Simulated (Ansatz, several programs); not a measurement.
Sr2TeO as one 4-atom ordering (R-3m) on the rocksalt lattice, relaxed with PBE in Ansatz (plane waves, PAW): it is trigonal, R-3m (No. 166); a = 4.151 Å, c = 21.281 Å in the conventional setting, 26.46 Å³ an atom. Around O lie 6 Sr at 2.77 Å; around Te lie 6 Sr at 3.22 Å; around Sr lie 3 O at 2.77 Å and 3 Te at 3.22 Å. The cell was then scaled with its shape and fractional coordinates held, which makes it stiffer than a relaxed compression. Values at 0 K without nuclear motion; spin polarisation is off, and the phase may be a hypothetical one.

| V (Å³/atom) | E (meV/atom) |
| --- | --- |
| 24.875 | 15.89 |
| 26.463 | 0.00 |
| 27.257 | 3.55 |
| 28.051 | 13.26 |

Task: Pass a cubic E = c₀ + c₁u + c₂u² + c₃u³, with u = V − 26.662 Å³, through these points.

Result: c₀ = 0.25, c₁ = +2.374, c₂ = 5.556, c₃ = -0.3754 (meV and Å³).

Task: Where is the minimum, and what bulk modulus follows?

Result: dE/du = 0 at u = -0.209, so V₀ = 26.45 Å³. B = V₀ d²E/dV² = 26.45 × (2c₂ + 6c₃u) = 26.45 × 11.583 = 306 meV/Å³, and 1 meV/Å³ is 0.16022 GPa: 49 GPa. A third-order Birch-Murnaghan fit to all five points gives 26.45 Å³ and 49 GPa.

Task: Predict the energy and the pressure at the withheld volume, 25.669 Å³.

Result: With u = -0.993: E ≈ 3.74 meV and P = −dE/dV ≈ +1.57 GPa. The run gives 3.69 meV and, from its stress, +1.56 GPa.
